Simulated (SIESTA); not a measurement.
Here is a SIESTA 5.4.2 calculation.

Contents of AgAu3.fdf:

```
SystemName                      AgAu3
SystemLabel                     AgAu3
NumberOfSpecies                 2
NumberOfAtoms                   4
%block ChemicalSpeciesLabel
  1  79 Au
  2  47 Ag
%endblock ChemicalSpeciesLabel

LatticeConstant                 1.0 Ang
%block LatticeVectors
     4.1216315400     0.0000000000     0.0000000000
     0.0000000000     4.1216315400     0.0000000000
     0.0000000000     0.0000000000     4.1216315400
%endblock LatticeVectors
AtomicCoordinatesFormat         Fractional
%block AtomicCoordinatesAndAtomicSpecies
     0.0000000000     0.0000000000     0.5000000000  1  Au
     0.0000000000     0.5000000000     0.0000000000  1  Au
     0.5000000000     0.0000000000     0.0000000000  1  Au
     0.5000000000     0.5000000000     0.5000000000  2  Ag
%endblock AtomicCoordinatesAndAtomicSpecies

%block kgrid.MonkhorstPack
    7   0   0  0.0
    0   7   0  0.0
    0   0   7  0.0
%endblock kgrid.MonkhorstPack
XC.Functional                   GGA
XC.Authors                      PBEsol
PAO.BasisSize                   DZP
PAO.EnergyShift                 0.003 Ry
Mesh.Cutoff                     800 Ry
OccupationFunction              FD
ElectronicTemperature           0.05 eV
MaxSCFIterations                120
SCF.MustConverge                false
SCF.Mixer.Method                Pulay
SCF.Mixer.Weight                0.25
SCF.Mixer.History               8
SCF.DM.Tolerance                5.0e-05
SCF.H.Tolerance                 1.0e-03 eV
WriteForces                     true
Charge.Mulliken                 end
BandLinesScale                  ReciprocalLatticeVectors
%block BandLines
    1    0.000000   0.000000   0.000000  \Gamma
   11    0.000000   0.500000   0.000000  X
   11    0.500000   0.500000   0.000000  M
   15    0.000000   0.000000   0.000000  \Gamma
   18    0.500000   0.500000   0.500000  R
   15    0.000000   0.500000   0.000000  X
    1    0.500000   0.500000   0.000000  M
   11    0.500000   0.500000   0.500000  R
%endblock BandLines
%block PAO.Basis
  Au 5
  n=5 0 2
    2.662 0.000
  n=6 0 2
    6.968 0.000
  n=5 1 2
    3.170 0.000
  n=6 1 1
    6.968
  n=5 2 2
    5.436 0.000
  Ag 5
  n=4 0 2
    2.721 0.000
  n=5 0 2
    7.906 0.000
  n=4 1 2
    3.101 0.000
  n=5 1 1
    7.906
  n=4 2 2
    5.119 0.000
%endblock PAO.Basis
```

Potentials or basis: PseudoDojo 0.4 standard (PBEsol files), DZP (energy shift 0.003 Ry; two zetas on semicore shells).

Command:

```console
$ siesta < AgAu3.fdf > AgAu3.out 2>&1
```

**Question.** Predict the band gap on the k mesh.

**Answer.** None (metal or under the smearing width).

**Question.** Estimate the pressure.

**Answer.** -4.1 GPa.

Levels at the corners of the path, in eV from the Fermi level:
```
point  band 35  band 36  band 37  band 38  band 39  band 40  band 41  band 42
    Γ    -1.57    -1.57    -1.57     1.40     1.40     1.40     6.73     6.73
    X    -2.82    -2.46    -2.07    -1.57     5.69     6.26     6.26     6.70
    M    -3.03    -2.99    -0.85    -0.17    -0.17     0.04     9.84     9.97
    Γ    -1.57    -1.57    -1.57     1.40     1.40     1.40     6.73     6.73
    R    -1.87    -1.87    -0.71    -0.55    -0.55    -0.55     2.78     2.78
    X    -2.82    -2.46    -2.07    -1.57     5.69     6.26     6.26     6.70
    M    -3.03    -2.99    -0.85    -0.17    -0.17     0.04     9.84     9.97
    R    -1.87    -1.87    -0.71    -0.55    -0.55    -0.55     2.78     2.78
```

Caveat: short orbitals over semicore shells can move pressures by several GPa; spin-orbit coupling is left out, which moves the levels of the heavy elements; the basis of atomic orbitals isn't converged, which shifts pressures, moduli and gaps.
